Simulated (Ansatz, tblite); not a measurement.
# Si47H50 off sphere (Si₄₇H₅₀): charged states by level of theory

What does removing or adding an electron cost or gain for Si47H50 off sphere (Si₄₇H₅₀)? Each charged state is run at several levels.

Computed with Ansatz 0.2.0, Gaussian basis. Level: as each input shows.

Levels to be run: charge +1 doublet, at the geometry of the singlet (PBE0-D4/def2-SVP, PBE-D4/def2-SVP, LDA/def2-SVP); charge -1 doublet, at the geometry of the singlet (PBE0-D4/def2-SVP, PBE-D4/def2-SVP, LDA/def2-SVP); the starting singlet's energies come from earlier runs.

1 further run of the same task is left out (set aside as unsound or not needed).

## Step 1: The structure

The singlet was relaxed beforehand with r2SCAN-D4/def2-SVP.

97 atoms, charge 0, spin multiplicity 1.

Atoms are counted from 1 here; the program's logs count them from 0.

Bond lengths: Si1–Si24 2.358 Å, Si1–Si26 2.353 Å, Si1–H48 1.496 Å, Si1–H49 1.500 Å, Si2–Si25 2.353 Å, Si2–Si27 2.352 Å, Si2–H50 1.496 Å, Si2–H51 1.500 Å, Si3–Si26 2.356 Å, Si3–Si28 2.353 Å, Si3–Si29 2.358 Å, Si3–H52 1.502 Å, Si4–Si27 2.354 Å, Si4–Si28 2.352 Å, Si4–Si30 2.354 Å, Si4–H53 1.502 Å, Si5–Si24 2.354 Å, Si5–Si25 2.354 Å and more. Angles: Si24–Si1–Si26 113.7°, Si24–Si1–H48 109.3°, Si24–Si1–H49 108.7°, Si26–Si1–H48 110.3°, Si26–Si1–H49 107.1°, H48–Si1–H49 107.5°, Si25–Si2–Si27 110.0°, Si25–Si2–H50 111.4°, Si25–Si2–H51 108.7°, Si27–Si2–H50 111.7°, Si27–Si2–H51 107.2°, H50–Si2–H51 107.8°, Si26–Si3–Si28 110.0°, Si26–Si3–Si29 109.4°, Si26–Si3–H52 108.8°, Si28–Si3–Si29 110.1°, Si28–Si3–H52 109.9°, Si29–Si3–H52 108.8° and more.

## Step 2: Charge +1 doublet at the fixed geometry, PBE0-D4/def2-SVP

The input, in.yaml:

```yaml
crystal:
  periodic: [false, false, false]
  atoms:
    - {symbol: Si, position_ang: [-4.228004, -3.682768, 0.189486]}
    - {symbol: Si, position_ang: [-4.253478, -0.659520, -2.859016]}
    - {symbol: Si, position_ang: [-4.242992, -0.794956, 2.697411]}
    - {symbol: Si, position_ang: [-4.262657, 1.916600, -0.011752]}
    - {symbol: Si, position_ang: [-1.605287, -3.501097, -2.730474]}
    - {symbol: Si, position_ang: [-1.477492, -3.484745, 2.753390]}
    - {symbol: Si, position_ang: [1.172849, -3.511322, -0.008405]}
    - {symbol: Si, position_ang: [-1.551561, -0.819689, -5.495440]}
    - {symbol: Si, position_ang: [-1.538004, 1.921205, -2.756472]}
    - {symbol: Si, position_ang: [1.145457, -0.819778, -2.755352]}
    - {symbol: Si, position_ang: [-1.553475, -0.804527, -0.023150]}
    - {symbol: Si, position_ang: [-1.523149, 1.930143, 2.700372]}
    - {symbol: Si, position_ang: [1.193207, -0.750581, 2.707797]}
    - {symbol: Si, position_ang: [1.160644, 1.917908, -0.051577]}
    - {symbol: Si, position_ang: [-1.662083, -0.873232, 5.438260]}
    - {symbol: Si, position_ang: [1.372135, 2.131009, 5.356965]}
    - {symbol: Si, position_ang: [1.207699, 4.722062, -2.638268]}
    - {symbol: Si, position_ang: [-1.565182, 4.637323, -0.045004]}
    - {symbol: Si, position_ang: [1.180072, 4.685534, 2.599895]}
    - {symbol: Si, position_ang: [3.870417, -3.536125, -2.768449]}
    - {symbol: Si, position_ang: [3.939140, 1.920886, -2.680460]}
    - {symbol: Si, position_ang: [3.889118, -0.789347, -0.051965]}
    - {symbol: Si, position_ang: [3.939371, 1.970925, 2.600935]}
    - {symbol: Si, position_ang: [-3.088257, -4.858669, -1.506567]}
    - {symbol: Si, position_ang: [-2.926568, -2.136406, -4.121531]}
    - {symbol: Si, position_ang: [-2.865664, -2.172746, 1.372915]}
    - {symbol: Si, position_ang: [-2.899827, 0.572444, -1.381219]}
    - {symbol: Si, position_ang: [-5.616493, 0.528969, 1.320580]}
    - {symbol: Si, position_ang: [-2.895165, 0.580237, 4.057966]}
    - {symbol: Si, position_ang: [-2.897743, 3.276815, 1.340409]}
    - {symbol: Si, position_ang: [-0.205550, -2.175816, -1.374815]}
    - {symbol: Si, position_ang: [2.527993, -4.868508, -1.369456]}
    - {symbol: Si, position_ang: [2.491941, -2.187538, -4.113472]}
    - {symbol: Si, position_ang: [-0.033004, -4.852598, 1.500508]}
    - {symbol: Si, position_ang: [-0.149589, -2.088881, 4.105421]}
    - {symbol: Si, position_ang: [2.530002, -2.122659, 1.329290]}
    - {symbol: Si, position_ang: [-0.210579, 0.535428, -4.120544]}
    - {symbol: Si, position_ang: [-0.190776, 3.288902, -1.404000]}
    - {symbol: Si, position_ang: [2.509377, 0.549112, -1.411736]}
    - {symbol: Si, position_ang: [2.864937, 3.624207, -3.898654]}
    - {symbol: Si, position_ang: [-0.185875, 0.566069, 1.327820]}
    - {symbol: Si, position_ang: [-0.138838, 3.323579, 4.002425]}
    - {symbol: Si, position_ang: [2.587625, 0.641686, 3.999613]}
    - {symbol: Si, position_ang: [2.537529, 3.303314, 1.260151]}
    - {symbol: Si, position_ang: [-0.226531, 6.038079, 1.288030]}
    - {symbol: Si, position_ang: [5.222069, -2.172550, -1.409938]}
    - {symbol: Si, position_ang: [5.278088, 0.563138, 1.279264]}
    - {symbol: H, position_ang: [-5.399548, -2.967475, -0.406000]}
    - {symbol: H, position_ang: [-4.760532, -4.670988, 1.184209]}
    - {symbol: H, position_ang: [-5.341432, -1.387886, -2.135084]}
    - {symbol: H, position_ang: [-4.900389, 0.322108, -3.790911]}
    - {symbol: H, position_ang: [-5.091608, -1.665299, 3.580484]}
    - {symbol: H, position_ang: [-5.115294, 2.787842, -0.889682]}
    - {symbol: H, position_ang: [-0.755089, -4.378454, -3.604308]}
    - {symbol: H, position_ang: [-2.364095, -4.321005, 3.632376]}
    - {symbol: H, position_ang: [-2.390060, 0.044683, -6.388005]}
    - {symbol: H, position_ang: [-0.681717, -1.684284, -6.356203]}
    - {symbol: H, position_ang: [-2.433987, 2.775986, -3.607592]}
    - {symbol: H, position_ang: [-2.619407, -1.858944, 6.040733]}
    - {symbol: H, position_ang: [-0.987672, -0.148074, 6.558184]}
    - {symbol: H, position_ang: [0.690052, 1.432208, 6.489049]}
    - {symbol: H, position_ang: [2.339193, 3.118128, 5.940908]}
    - {symbol: H, position_ang: [0.373531, 5.585734, -3.535894]}
    - {symbol: H, position_ang: [1.902882, 5.621490, -1.660690]}
    - {symbol: H, position_ang: [-2.455338, 5.457958, -0.934405]}
    - {symbol: H, position_ang: [2.058562, 5.541141, 3.467871]}
    - {symbol: H, position_ang: [4.732560, -4.411195, -3.632927]}
    - {symbol: H, position_ang: [4.764690, 1.076972, -3.604312]}
    - {symbol: H, position_ang: [4.875291, 2.581623, -1.712806]}
    - {symbol: H, position_ang: [4.789995, 2.859238, 3.463883]}
    - {symbol: H, position_ang: [-4.100736, -5.409557, -2.466531]}
    - {symbol: H, position_ang: [-2.359708, -6.017047, -0.903026]}
    - {symbol: H, position_ang: [-3.806956, -3.020770, -4.957588]}
    - {symbol: H, position_ang: [-6.480715, -0.335798, 0.453926]}
    - {symbol: H, position_ang: [-6.510149, 1.371955, 2.180027]}
    - {symbol: H, position_ang: [-3.772876, 1.470988, 4.890391]}
    - {symbol: H, position_ang: [-3.751284, 4.139120, 2.227107]}
    - {symbol: H, position_ang: [1.657550, -5.773355, -2.188518]}
    - {symbol: H, position_ang: [3.397831, -5.722726, -0.496796]}
    - {symbol: H, position_ang: [1.618736, -3.049262, -4.974410]}
    - {symbol: H, position_ang: [3.323629, -1.323723, -5.013045]}
    - {symbol: H, position_ang: [-0.762526, -5.956781, 0.803131]}
    - {symbol: H, position_ang: [0.962784, -5.475858, 2.433303]}
    - {symbol: H, position_ang: [0.742787, -2.935677, 4.967232]}
    - {symbol: H, position_ang: [3.398772, -2.993154, 2.193337]}
    - {symbol: H, position_ang: [0.682573, 1.377494, -4.983304]}
    - {symbol: H, position_ang: [2.270309, 3.066550, -5.152092]}
    - {symbol: H, position_ang: [3.899257, 4.634705, -4.298568]}
    - {symbol: H, position_ang: [-1.012008, 4.203737, 4.850402]}
    - {symbol: H, position_ang: [3.468755, -0.230405, 4.847705]}
    - {symbol: H, position_ang: [3.371819, 4.151424, 0.343186]}
    - {symbol: H, position_ang: [-1.101470, 6.855298, 2.190761]}
    - {symbol: H, position_ang: [0.575121, 6.975800, 0.438629]}
    - {symbol: H, position_ang: [6.083794, -3.030353, -0.532662]}
    - {symbol: H, position_ang: [6.120939, -1.322851, -2.256432]}
    - {symbol: H, position_ang: [6.098577, -0.323292, 2.168060]}
    - {symbol: H, position_ang: [6.214057, 1.354512, 0.418412]}
basis:
  gaussian: {orbitals: def2-SVP, fitting: {mean_field: def2-universal-jkfit}}
total_charge: 1
magnetization: {spin_polarized: true, initial_magnetization: 1}
hamiltonian: {xc: pbe0, dispersion: d4}
scf: {omitted_lower_state_checks: [starts]}
output: {orbitals: {seedname: orbitals}}
```

On the command line:

```console
ansatz run in.yaml --threads 11 --pin off --events-out ev --progress --plain --max-ram 166912MiB --backend cuda --devices 0, --max-vram 75GiB
```

The log of the run:

```text
Functional definition: PBE0
  name "PBE0"
  cite "Adamo & Barone, J. Chem. Phys. 110, 6158 (1999) doi:10.1063/1.478522"
  cite "Perdew, Burke & Ernzerhof, Phys. Rev. Lett. 77, 3865 (1996) doi:10.1103/PhysRevLett.77.3865"
  parent pbe
  parameter a = 0.25
  parameter kappa = 0.804
  parameter beta = 0.06672455060314922
  exchange = (1 - a)*pbe_x(kappa = kappa, mu = beta*pi^2/3) + a*exact_x
  correlation = pbe_c(beta = beta)
these checks for a lower state are left out or cut short: starts
6916 factors; integrals over basis functions are off by at most 3.1e-1 eV
mean field evaluation 1: about -370804.2532 eV, gradient 1.7e1 eV
mean field evaluation 2: about -370806.1077 eV, gradient 1.0e1 eV
mean field evaluation 4: about -370806.8520 eV, gradient 1.9e0 eV
mean field evaluation 8: about -370806.8896 eV, gradient 3.9e-1 eV
mean field evaluation 16: about -370806.8911 eV, gradient 7.5e-3 eV
mean field evaluation 32: about -370806.8911 eV, gradient 1.7e-4 eV
mean field -370806.89113579 eV, -13626.9019073021 hartree, gradient 4.1e-6 eV, S^2 0.752468; 0 other end points of the search recorded, 0 dependent functions left out
reference -370806.89122752 eV, -13626.9019106732 hartree; 354, 353 occupied and 742, 743 virtual orbitals, 6916 factors
Total energy: -370815.76820956 eV, -13627.2281337461 hartree
Checks for a lower state left out: starts
```

Run time: 52 s. Hardware: 1 × H100 with 11 threads of AMD EPYC 7R13, shared host; peak host memory 2.2 GiB.

From the report: HOMO -9.04 eV, LUMO -8.24 eV (over both spins); ⟨S²⟩ 0.752 (pure: 0.75).

## Step 3: Charge +1 doublet at the fixed geometry, PBE-D4/def2-SVP

start.molden holds the orbitals of an earlier run on this state, given as this run's starting guess.

Changes to in.yaml since step 2:

```diff
@@ -101,6 +101,6 @@
 basis:
-  gaussian: {orbitals: def2-SVP, fitting: {mean_field: def2-universal-jkfit}}
+  gaussian: {orbitals: def2-SVP, fitting: {mean_field: def2-universal-jkfit}, initial_orbitals: start.molden}
 total_charge: 1
 magnetization: {spin_polarized: true, initial_magnetization: 1}
-hamiltonian: {xc: pbe0, dispersion: d4}
+hamiltonian: {xc: pbe, dispersion: d4}
 scf: {omitted_lower_state_checks: [starts]}
```

Same command.

The log of the run:

```text
Functional definition: PBE
  name "PBE"
  cite "Perdew, Burke & Ernzerhof, Phys. Rev. Lett. 77, 3865 (1996) doi:10.1103/PhysRevLett.77.3865"
  parent pbe
  parameter kappa = 0.804
  parameter beta = 0.06672455060314922
  exchange = pbe_x(kappa = kappa, mu = beta*pi^2/3)
  correlation = pbe_c(beta = beta)
these checks for a lower state are left out or cut short: starts
6916 factors; integrals over basis functions are off by at most 3.1e-1 eV
mean field evaluation 1: about -370768.1910 eV, gradient 1.5e1 eV
mean field evaluation 2: about -370769.0970 eV, gradient 9.2e-1 eV
mean field evaluation 4: about -370769.1245 eV, gradient 4.1e-2 eV
mean field evaluation 8: about -370769.1248 eV, gradient 3.2e-4 eV
mean field evaluation 16: about -370769.1248 eV, gradient 6.6e-6 eV
mean field -370769.12480045 eV, -13625.5140200774 hartree, gradient 6.6e-6 eV, S^2 0.750507; 0 other end points of the search recorded, 0 dependent functions left out
reference -370769.12492245 eV, -13625.5140245609 hartree; 354, 353 occupied and 742, 743 virtual orbitals, 6916 factors
Total energy: -370778.71541786 eV, -13625.8664687665 hartree
Checks for a lower state left out: starts
```

Run time: 16 s. Hardware: 1 × H100 with 11 threads of AMD EPYC 7R13, shared host; peak host memory 2.2 GiB.

From the report: HOMO -8.13 eV, LUMO -8.10 eV (over both spins); ⟨S²⟩ 0.751 (pure: 0.75).

## Step 4: Charge +1 doublet at the fixed geometry, LDA/def2-SVP

Changes to in.yaml since step 3:

```diff
@@ -104,3 +104,3 @@
 magnetization: {spin_polarized: true, initial_magnetization: 1}
-hamiltonian: {xc: pbe, dispersion: d4}
+hamiltonian: {xc: lda}
 scf: {omitted_lower_state_checks: [starts]}
```

Same command.

The log of the run:

```text
Functional definition: SPW92
  name "SPW92"
  cite "Dirac, Proc. Camb. Phil. Soc. 26, 376 (1930) doi:10.1017/S0305004100016108"
  cite "Slater, Phys. Rev. 81, 385 (1951) doi:10.1103/PhysRev.81.385"
  cite "Perdew & Wang, Phys. Rev. B 45, 13244 (1992) doi:10.1103/PhysRevB.45.13244"
  exchange = slater_x
  correlation = pw_c
these checks for a lower state are left out or cut short: starts
6916 factors; integrals over basis functions are off by at most 3.1e-1 eV
mean field evaluation 1: about -369475.7403 eV, gradient 3.5e1 eV
mean field evaluation 2: about -369478.4977 eV, gradient 2.8e0 eV
mean field evaluation 4: about -369478.6212 eV, gradient 1.9e-1 eV
mean field evaluation 8: about -369478.6221 eV, gradient 1.9e-3 eV
mean field evaluation 16: about -369478.6221 eV, gradient 8.5e-6 eV
mean field -369478.62211582 eV, -13578.0889211513 hartree, gradient 8.5e-6 eV, S^2 0.750251; 0 other end points of the search recorded, 0 dependent functions left out
reference -369478.62223141 eV, -13578.0889253991 hartree; 354, 353 occupied and 742, 743 virtual orbitals, 6916 factors
Total energy: -369478.62223141 eV, -13578.0889253991 hartree
Checks for a lower state left out: starts
```

Wall time 14 s (1 × H100 with 11 threads of AMD EPYC 7R13, shared host); peak host memory 2 GiB.

HOMO -8.16 eV, LUMO -8.14 eV (over both spins); ⟨S²⟩ 0.750 (pure: 0.75).

## Step 5: Vertical ionisation energy

Charged state less starting state, singlet to doublet; the starting state's energies are those of its earlier runs.

| level | vertical ionisation energy (eV) | time |
| --- | --- | --- |
| LDA/def2-SVP | +6.99 | 23 s |
| PBE-D4/def2-SVP | +7.04 | 23 s |
| PBE0-D4/def2-SVP | +7.56 | 71 s |

Times add the two runs; a level without a time comes out of a correlated run.

Beside −ε(HOMO) of the starting state:

| level | −ε(HOMO) (eV) | by difference (eV) | mismatch (eV) |
| --- | --- | --- | --- |
| LDA/def2-SVP | 5.84 | 6.99 | -1.15 |
| PBE-D4/def2-SVP | 5.81 | 7.04 | -1.24 |
| PBE0-D4/def2-SVP | 6.71 | 7.56 | -0.85 |

## Step 6: Charge -1 doublet at the fixed geometry, PBE0-D4/def2-SVP

Changes to in.yaml since step 4:

```diff
@@ -101,6 +101,6 @@
 basis:
-  gaussian: {orbitals: def2-SVP, fitting: {mean_field: def2-universal-jkfit}, initial_orbitals: start.molden}
-total_charge: 1
+  gaussian: {orbitals: def2-SVP, fitting: {mean_field: def2-universal-jkfit}}
+total_charge: -1
 magnetization: {spin_polarized: true, initial_magnetization: 1}
-hamiltonian: {xc: lda}
+hamiltonian: {xc: pbe0, dispersion: d4}
 scf: {omitted_lower_state_checks: [starts]}
```

Launched as before.

The log of the run, shortened:

```text
Functional definition: PBE0
  name "PBE0"
  cite "Adamo & Barone, J. Chem. Phys. 110, 6158 (1999) doi:10.1063/1.478522"
  cite "Perdew, Burke & Ernzerhof, Phys. Rev. Lett. 77, 3865 (1996) doi:10.1103/PhysRevLett.77.3865"
  parent pbe
[...]
6916 factors; integrals over basis functions are off by at most 3.1e-1 eV
[...]
mean field -370815.59264886 eV, -13627.2216820092 hartree, gradient 8.9e-6 eV, S^2 0.751829; 0 other end points of the search recorded, 0 dependent functions left out
reference -370815.59274345 eV, -13627.2216854857 hartree; 355, 354 occupied and 741, 742 virtual orbitals, 6916 factors
Total energy: -370824.63537263 eV, -13627.5539959786 hartree
Checks for a lower state left out: starts
```

Run time: 58 s. Hardware: 1 × H100 with 11 threads of AMD EPYC 7R13, shared host; peak host memory 2.3 GiB.

Report: HOMO -0.48 eV, LUMO 0.36 eV (over both spins); ⟨S²⟩ 0.752 (pure: 0.75).

## Step 7: Charge -1 doublet at the fixed geometry, PBE-D4/def2-SVP

Changes to in.yaml since step 6:

```diff
@@ -101,6 +101,6 @@
 basis:
-  gaussian: {orbitals: def2-SVP, fitting: {mean_field: def2-universal-jkfit}}
+  gaussian: {orbitals: def2-SVP, fitting: {mean_field: def2-universal-jkfit}, initial_orbitals: start.molden}
 total_charge: -1
 magnetization: {spin_polarized: true, initial_magnetization: 1}
-hamiltonian: {xc: pbe0, dispersion: d4}
+hamiltonian: {xc: pbe, dispersion: d4}
 scf: {omitted_lower_state_checks: [starts]}
```

Launched as before.

The log of the run:

```text
Functional definition: PBE
  name "PBE"
  cite "Perdew, Burke & Ernzerhof, Phys. Rev. Lett. 77, 3865 (1996) doi:10.1103/PhysRevLett.77.3865"
  parent pbe
  parameter kappa = 0.804
  parameter beta = 0.06672455060314922
  exchange = pbe_x(kappa = kappa, mu = beta*pi^2/3)
  correlation = pbe_c(beta = beta)
these checks for a lower state are left out or cut short: starts
6916 factors; integrals over basis functions are off by at most 3.1e-1 eV
mean field evaluation 1: about -370776.5844 eV, gradient 1.5e1 eV
mean field evaluation 2: about -370777.4925 eV, gradient 9.1e-1 eV
mean field evaluation 4: about -370777.5200 eV, gradient 3.0e-2 eV
mean field evaluation 8: about -370777.5202 eV, gradient 1.7e-3 eV
mean field evaluation 16: about -370777.5202 eV, gradient 7.8e-5 eV
mean field -370777.52015272 eV, -13625.8225435828 hartree, gradient 4.5e-6 eV, S^2 0.750777; 0 other end points of the search recorded, 0 dependent functions left out
reference -370777.52027863 eV, -13625.8225482097 hartree; 355, 354 occupied and 741, 742 virtual orbitals, 6916 factors
Total energy: -370787.29206964 eV, -13626.1816549061 hartree
Checks for a lower state left out: starts
```

Wall time 20 s (1 × H100 with 11 threads of AMD EPYC 7R13, shared host); peak host memory 2.2 GiB.

From the report: HOMO -0.32 eV, LUMO -0.25 eV (over both spins); ⟨S²⟩ 0.751 (pure: 0.75).

## Step 8: Charge -1 doublet at the fixed geometry, LDA/def2-SVP

Changes to in.yaml since step 7:

```diff
@@ -104,3 +104,3 @@
 magnetization: {spin_polarized: true, initial_magnetization: 1}
-hamiltonian: {xc: pbe, dispersion: d4}
+hamiltonian: {xc: lda}
 scf: {omitted_lower_state_checks: [starts]}
```

Same command.

The log of the run:

```text
Functional definition: SPW92
  name "SPW92"
  cite "Dirac, Proc. Camb. Phil. Soc. 26, 376 (1930) doi:10.1017/S0305004100016108"
  cite "Slater, Phys. Rev. 81, 385 (1951) doi:10.1103/PhysRev.81.385"
  cite "Perdew & Wang, Phys. Rev. B 45, 13244 (1992) doi:10.1103/PhysRevB.45.13244"
  exchange = slater_x
  correlation = pw_c
these checks for a lower state are left out or cut short: starts
6916 factors; integrals over basis functions are off by at most 3.1e-1 eV
mean field evaluation 1: about -369484.2623 eV, gradient 3.5e1 eV
mean field evaluation 2: about -369487.0343 eV, gradient 2.8e0 eV
mean field evaluation 4: about -369487.1597 eV, gradient 1.8e-1 eV
mean field evaluation 8: about -369487.1611 eV, gradient 4.1e-3 eV
mean field evaluation 16: about -369487.1611 eV, gradient 1.1e-4 eV
mean field -369487.16105720 eV, -13578.4027214590 hartree, gradient 2.8e-6 eV, S^2 0.750214; 0 other end points of the search recorded, 0 dependent functions left out
reference -369487.16117778 eV, -13578.4027258903 hartree; 355, 354 occupied and 741, 742 virtual orbitals, 6916 factors
Total energy: -369487.16117778 eV, -13578.4027258903 hartree
Checks for a lower state left out: starts
```

It took 17 s on 1 × H100 with 11 threads of AMD EPYC 7R13, shared host; peak host memory 2 GiB.

Report: HOMO -0.42 eV, LUMO -0.38 eV (over both spins); ⟨S²⟩ 0.750 (pure: 0.75).

## Step 9: Vertical electron affinity

Starting state less charged state (positive: the electron is bound), singlet to doublet; the starting state's energies are those of its earlier runs.

| level | vertical electron affinity (eV) | time |
| --- | --- | --- |
| LDA/def2-SVP | +1.55 | 25 s |
| PBE-D4/def2-SVP | +1.53 | 27 s |
| PBE0-D4/def2-SVP | +1.31 | 77 s |

Times add the two runs; a level without a time comes out of a correlated run.

Beside −ε(LUMO) of the starting state:

| level | −ε(LUMO) (eV) | by difference (eV) | mismatch (eV) |
| --- | --- | --- | --- |
| LDA/def2-SVP | 2.68 | 1.55 | +1.13 |
| PBE-D4/def2-SVP | 2.55 | 1.53 | +1.02 |
| PBE0-D4/def2-SVP | 1.96 | 1.31 | +0.65 |

## Step 10: Summary of results

| quantity | value |
| --- | --- |
| vertical ionisation energy, functionals in def2-SVP | 6.99 (LDA) to 7.56 eV (PBE0-D4) |
| vertical electron affinity, functionals in def2-SVP | 1.31 (PBE0-D4) to 1.55 eV (LDA) |

**Reading.** The vertical ionisation energy spans 6.99 to 7.56 eV over the functionals. −ε(HOMO) misses the level's own difference by -0.85 eV at best (PBE0-D4) and -1.24 eV at worst (PBE-D4). The vertical electron affinity spans 1.31 to 1.55 eV over the functionals. −ε(LUMO) misses the level's own difference by +0.65 eV at best (PBE0-D4) and +1.13 eV at worst (LDA).
